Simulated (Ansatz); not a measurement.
# BN (P6_3/mmc): band gap under exact exchange

Program: the Python package of Ansatz 0.2.0. The levels of theory stand in the script. These are calculated values, not measurements.

### Step 1. The structure

Symmetry: P6_3/mmc, No. 194, hexagonal system. Conventional cell: a = 2.498 Å, b = 2.498 Å, c = 6.636 Å, α = 90.00°, β = 90.00°, γ = 120.00°. B (site symmetry -6m2) is surrounded by 3 N at 1.44 Å. N (site symmetry -6m2) has 3 B at 1.44 Å as nearest neighbours.

The script holds or builds the structure itself.

### Step 2. Script

hybrid.py

```python
"""Exact exchange and the gap of BN."""

import ansatz as az
import numpy as np
import pandas as pd


def count_gap(report):
    # lowest empty less highest filled band, counting bands; zero where they overlap
    return max(report.get("gap_by_band_count_ev") or 0.0, 0.0)

lattice = az.Lattice.of(
    (2.49824, 0.0, 0.0),
    (-1.24912, 2.16354, 0.0),
    (0.0, 0.0, 6.6357),
)
sites = [
    ("B", (1 / 3, 2 / 3, 0.25)),
    ("B", (2 / 3, 1 / 3, 0.75)),
    ("N", (1 / 3, 2 / 3, 0.75)),
    ("N", (2 / 3, 1 / 3, 0.25)),
]
structure = az.Crystal(lattice=lattice)
for symbol, position in sites:
    structure = structure.atom(symbol, position)

setup = structure.calculation()
setup = setup.basis(38 * az.Ry)
setup = setup.kpoints(5, 5, 2)
setup = setup.occupations("fixed").scf(tolerance=1e-07)
setup = setup.band_table()
rows = []
for value in ["pbe", "b3lyp", "hse06"]:
    rep = setup.functional(value).run(threads=1).report
    width = rep["fermi_energy_ev"] - min(e for e in rep["eigenvalues_ev"][0] if e > rep["fermi_energy_ev"] - 10)
    rows.append((value, count_gap(rep), width, rep.get("hybrid", {}).get("n_outer", 0), rep["n_iterations"]))
print(pd.DataFrame(rows, columns=["functional", "gap by band count eV", "E_F less lowest level within 10 eV (first k)", "exchange loops", "iterations"]).round(4).to_string(index=False))
```

### Step 3. The input behind the calls

The engine receives this input (first run):

```yaml
crystal:
  lattice:
    - [2.49824, 0.0, 0.0]
    - [-1.24912, 2.16354, 0.0]
    - [0.0, 0.0, 6.6357]
  atoms:
    - { symbol: B, position: [0.3333333333333333, 0.6666666666666666, 0.25] }
    - { symbol: B, position: [0.6666666666666666, 0.3333333333333333, 0.75] }
    - { symbol: "N", position: [0.3333333333333333, 0.6666666666666666, 0.75] }
    - { symbol: "N", position: [0.6666666666666666, 0.3333333333333333, 0.25] }
basis:
  ecutwfc: 517.016338673772
kpoints:
  mp_grid:
    grid: [5, 5, 2]
hamiltonian:
  xc: pbe
scf:
  convergence:
    dr2_threshold: 1.0e-07
  occupations:
    method: fixed
output:
  eigenvalues: true
```

### Step 4. Running it

Command:

```sh
python hybrid.py
```

What time and memory should one allow on 1 thread of Intel Xeon Platinum 8259CL at 2.50GHz (Skylake/Cascade Lake), shared host?

About 16 s, with a peak of 0.71 GiB.
